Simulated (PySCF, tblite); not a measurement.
**C₃H₈AsB: geometry, infrared bands, NMR shifts and spin-spin couplings**

What infrared bands, NMR shifts and spin-spin couplings should C₃H₈AsB (`B[AsH]CC=C`) show?

Computed with tblite 0.8.0 and PySCF 2.14.0, with density-fitted response routines of our own, on a single molecule in the gas phase. Atoms count from 0, in the outputs and in this text.

### 1 The starting structure

13 atoms, charge 0, multiplicity 1; geometry from: force field or distance geometry start.

Bonds of the start (Å): B0–As1 2.06, As1–C2 1.98, C2–C3 1.51, C3–C4 1.34, B0–H5 1.17, B0–H6 1.18, As1–H7 1.57, C2–H8 1.11, C2–H9 1.11, C3–H10 1.09, C4–H11 1.08, C4–H12 1.09.

### 2 Relaxing the molecule with GFN2-xTB

The job: settings as JSON, then the geometry in Å.

```
{"job": {"kind": "relax", "xc": "GFN2-xTB", "basis": "xTB"}, "charge": 0, "multiplicity": 1}
B      2.707700     0.133800     0.387100
As     1.001300     0.792000    -0.558200
C     -0.079400    -0.700300     0.166000
C     -1.531300    -0.494600    -0.208900
C     -2.268700     0.463600     0.359400
H      3.706700     0.055700    -0.216900
H      2.675700    -0.124700     1.535100
H      0.647000     1.750200     0.636500
H      0.278400    -1.649500    -0.283500
H      0.015000    -0.763100     1.271100
H     -1.996600    -1.184600    -0.910300
H     -1.842800     1.146600     1.079400
H     -3.317500     0.575500     0.089900
```

Started as:

```sh
OMP_NUM_THREADS=1 python probes_run.py task.json out
```

The driver reads the jobs from task.json and runs them one after another.

**Question.** This job is followed by: GFN2-xTB harmonic vibrations, gas phase; GIAO PBE0/pcSseg-1 NMR shielding, non-relativistic, gas phase; B3LYP/pcJ-1 As:pcSseg-1 indirect spin-spin coupling, non-relativistic, gas phase. Predict these results of the whole session: strongest single infrared mode (GFN2-xTB); zero-point energy (GFN2-xTB); ¹³C shifts against TMS (PBE0/pcSseg-1); ¹H shifts against TMS (PBE0/pcSseg-1, means over atoms taken as alike); ¹¹B shifts against BF3·OEt2 (PBE0/pcSseg-1); ⁷⁵As shifts against AsH3 (PBE0/pcSseg-1); largest coupling of the table (B3LYP/pcSseg-1+pcJ-1).

As calculated:

| quantity | value |
| --- | --- |
| strongest single infrared mode (GFN2-xTB) | 1880 cm⁻¹, 672 km/mol |
| zero-point energy (GFN2-xTB) | 59.8 kcal/mol |
| ¹³C shifts against TMS (PBE0/pcSseg-1) | 145.7, 121.4, 29.8 ppm |
| ¹H shifts against TMS (PBE0/pcSseg-1, means over atoms taken as alike) | 10.03, 6.36, 5.30, 5.23, 3.86, 2.99 ppm |
| ¹¹B shifts against BF3·OEt2 (PBE0/pcSseg-1) | 106.4 ppm |
| ⁷⁵As shifts against AsH3 (PBE0/pcSseg-1) | 505 ppm |
| largest coupling of the table (B3LYP/pcSseg-1+pcJ-1) | ¹J(C,H) C4–H12, 165.3 Hz |

What this shows: Over 109 steps the energy fell by 0.315 eV; of the close pairs, B0–As1 changed most, 2.059 to 1.976 Å. No mode is imaginary among the 33: a minimum at this level. The strongest single mode, at 1880 cm⁻¹, moves mainly H7. Unscaled tight-binding wavenumbers are off by several per cent, some by more. Its intensities can rank the bands wrongly. C3 (alkene CH) lies farthest downfield among carbon, at 145.7 ppm; an sp2 carbon of a C=C bond. At PBE0/pcSseg-1: The widest tensor belongs to As1: span 450 ppm, with a paramagnetic part of -1394 ppm. Of the pairs tabulated at B3LYP/pcSseg-1+pcJ-1, C4–H12 couples most strongly (165.3 Hz; Fermi contact 164.2 Hz). Couplings across rotatable bonds belong to this one conformer; where others are populated, the observed values are averages. Spin-orbit coupling is left out, which matters for shieldings and couplings at and beside the heavy atoms.
